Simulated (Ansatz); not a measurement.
Task: a geometry optimisation of C₂H₇AlN, SMILES C[N](C)[AlH], with Ansatz 0.2.0 through its Python package. Give the script and its output. Level of theory: PBE0, def2-SVP basis, multiplicity 2.

```tsv
atom	x (Å)	y (Å)	z (Å)
C	-0.4178	1.2348	-0.3322
N	0.0292	-0.0908	-0.5259
C	0.9524	-0.4204	0.5262
Al	-1.3675	-1.3310	-0.5194
H	0.3791	1.9953	-0.4024
H	-0.9934	1.4104	0.6287
H	-1.1361	1.5460	-1.1649
H	0.5467	-0.3484	1.5377
H	1.3914	-1.4294	0.4267
H	1.8518	0.2774	0.5355
H	-1.1704	-2.9009	-0.6894
```

The script, `run_opt.py`:
```python
# -*- coding: utf-8 -*-
'''Relax the C2H7AlN molecule.'''

import ansatz as az
import numpy as np

GEOMETRY = '''
C    -0.41780    1.23480   -0.33220
N     0.02920   -0.09080   -0.52590
C     0.95240   -0.42040    0.52620
Al   -1.36750   -1.33100   -0.51940
H     0.37910    1.99530   -0.40240
H    -0.99340    1.41040    0.62870
H    -1.13610    1.54600   -1.16490
H     0.54670   -0.34840    1.53770
H     1.39140   -1.42940    0.42670
H     1.85180    0.27740    0.53550
H    -1.17040   -2.90090   -0.68940
'''

molecule = az.Crystal.molecule()
for line in GEOMETRY.strip().splitlines():
    symbol, *xyz = line.split()
    molecule = molecule.atom(symbol, [float(v) for v in xyz])

calc = molecule.calculation()
calc = calc.basis(gaussian='def2-SVP')
calc = calc.functional('pbe0')
calc = calc.spin('collinear', total=1)
calc = calc.accuracy('medium')
symbols = [site.symbol for site in molecule.cartesian_sites]
start = np.array([site.position_ang for site in molecule.cartesian_sites], dtype=float)
def progress(event):
    if event['event'] == 'relax_step':
        row = event['data']
        print(f'step {row["step"]:3d}  E = {row["lagrangian_ev"]:.6f} eV  largest force component {row["allowed_force_max_ev_ang"]:.4f} eV/A')


rep = calc.relax(force_tolerance=0.01).session().plan().execute(on_event=progress).report
end = np.array(rep['positions_ang'])

for key in ('converged', 'free_energy_ev', 'reference_energy_ev', 'n_frozen', 'n_occupied', 'n_virtual'):
    print(f'{key:22s} {rep[key]}')

print('final positions (A) and the move of each atom')
for symbol, xyz, old in zip(symbols, end, start):
    print(f'{symbol:2s} {xyz[0]:10.5f} {xyz[1]:10.5f} {xyz[2]:10.5f}   {np.linalg.norm(xyz - old):7.4f}')
```

```console
$ python run_opt.py
step   1  E = -10261.222890 eV  largest force component 1.9411 eV/A
step   2  E = -10261.555541 eV  largest force component 0.8211 eV/A
step   3  E = -10261.775360 eV  largest force component 0.8733 eV/A
step   4  E = -10261.812353 eV  largest force component 1.0399 eV/A
step   5  E = -10261.895043 eV  largest force component 0.1024 eV/A
step   6  E = -10261.897261 eV  largest force component 0.0301 eV/A
step   7  E = -10261.897455 eV  largest force component 0.0058 eV/A
converged              True
free_energy_ev         -10261.897484169767
reference_energy_ev    -10261.897484169767
n_frozen               0
n_occupied             [20, 19]
n_virtual              [75, 76]
final positions (A) and the move of each atom
C    -0.49336    1.29664   -0.27604    0.1126
N    -0.24643   -0.12201   -0.20022    0.4278
C     0.88448   -0.45150    0.63444    0.1315
Al   -1.23381   -1.36121   -1.04506    0.5432
H     0.37527    1.84592   -0.69078    0.3248
H    -0.70378    1.73486    0.71998    0.4444
H    -1.35952    1.51164   -0.92213    0.3317
H     0.74306   -0.10367    1.67729    0.3434
H     1.04598   -1.54023    0.66624    0.4347
H     1.81938    0.01466    0.26396    0.3792
H    -0.76588   -2.88210   -0.80708    0.4217
```

Reading the output:
- These settings explore the input space; basis and method may be short of convergence.
- The end point is the stationary point reached from this start; no frequency run checks that it is a minimum, and the basis set is modest.
- The species is open-shell (spin multiplicity 2).
- Run time: 42 s on 1 thread of Arm Neoverse V2 (shared host), peak memory 0.33 GiB.

(A comment or docstring line of the script was reworded after the run, the code is as it ran; lines on the test bed's own set-up are left out of the output.)
